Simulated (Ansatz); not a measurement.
# TaN: the cost of one run

Program: Ansatz 0.2.0. Level of theory: DFT PBEsol, scalar-relativistic. These are calculated values, not measurements.

## 1. The structure to begin with

Symmetry: P-6m2, No. 187, hexagonal system. Conventional cell: a = 2.938 Å, b = 2.938 Å, c = 2.883 Å, α = 90.00°, β = 90.00°, γ = 120.00°. Ta (site symmetry -6m2) is surrounded by 6 N at 2.23 Å. N (site symmetry -6m2) is surrounded by 6 Ta at 2.23 Å.

Coordinates:

```cif
data_structure
_symmetry_space_group_name_H-M 'P 1'
_symmetry_Int_Tables_number 1
_cell_length_a 2.9380
_cell_length_b 2.9380
_cell_length_c 2.8830
_cell_angle_alpha 90.000
_cell_angle_beta 90.000
_cell_angle_gamma 120.000
_cell_volume 21.55
loop_
_atom_site_label
_atom_site_type_symbol
_atom_site_fract_x
_atom_site_fract_y
_atom_site_fract_z
_atom_site_occupancy
Ta1 Ta 0.33333 0.66667 0.50000 1
N1 N 0.00000 0.00000 0.00000 1
```

Atoms are numbered in the order of the input: Ta1, N2.

## 2. The deformed structure

Space group P-6m2 before, P-6m2 after.

## 3. All-electron LAPW

Contents of input.yaml:

```yaml
crystal:
  lattice:
    - [2.8792388812, 0.0, 0.0]
    - [-1.4396194406, 2.4934940148, 0.0]
    - [0.0, 0.0, 2.883]
  atoms:
    - { symbol: Ta, position: [0.3333333333, 0.6666666667, 0.5] }
    - { symbol: "N", position: [0.0, 0.0, 0.0] }
kpoints:
  mp_grid: { grid: [12, 12, 10] }
  band_path:
    path:
      - [0.0, 0.0, 0.0]
      - [0.5, 0.0, 0.0]
      - [0.3333333333, 0.3333333333, 0.0]
      - [0.0, 0.0, 0.0]
      - [0.0, 0.0, 0.5]
      - [0.5, 0.0, 0.5]
      - [0.3333333333, 0.3333333333, 0.5]
      - [0.0, 0.0, 0.5]
      - [0.5, 0.0, 0.5]
    npoints: 5
scf:
  occupations: { method: fermi_dirac, width: 0.02 }
hamiltonian:
  xc: pbesol
  pseudopotentials: { kind: all_electron, lapw: { basis_error: 0.0005 } }
output:
  forces: true
  stress: true
  eigenvalues: true
```

Launch:

```
ansatz run input.yaml --threads 1 --pin off --max-ram 3072MiB --backend cpu --events-out ev --progress --plain --runs-dir out
```

**Question.** How long does this run take on 1 thread of Arm Neoverse V1, shared host, and how much memory does it need?

About 62 s, with a peak of 0.47 GiB.
